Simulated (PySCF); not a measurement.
The system is ClBGeH4, in a box.

```
CELL_PARAMETERS angstrom
13.00000 0.00000 0.00000
0.00000 13.00000 0.00000
0.00000 0.00000 12.00000
ATOMIC_POSITIONS crystal
Cl 0.35373 0.39993 0.53172
B 0.48300 0.42433 0.54231
Ge 0.53068 0.57653 0.51925
H 0.54182 0.35489 0.56388
H 0.50438 0.61400 0.39670
H 0.47925 0.64967 0.60468
H 0.65192 0.58275 0.53708
```

The cell isn't the ideal one: atoms moved at random, drawn with an rms of 0.05 Å.

Base run:

| Quantity | Value |
| --- | --- |
| Program | PySCF 2.14.0 |
| Functional | M06-L |
| Potentials or basis | 6-31g* (all-electron) |
| k mesh | 1 × 1 × 1 |
| Occupations | fixed |
| Spin | no spin polarisation |

Its results: gap between the frontier levels 4.15 eV.

Problem. After a change of settings the same cell gave: gap between the frontier levels 3.52 eV. Which change was it?
A. functional from M06-L to PBE
B. functional from M06-L to B3LYP5; dispersion from none to D3(OP)
C. functional from M06-L to M06; dispersion from none to D3

Solution. A.

Caveats: this is a molecule in a periodic box at the Γ point, so its band gap is the HOMO-LUMO gap; relativity is left out, which matters for the heavier elements; the basis of atomic orbitals isn't converged, which shifts pressures, moduli and gaps.
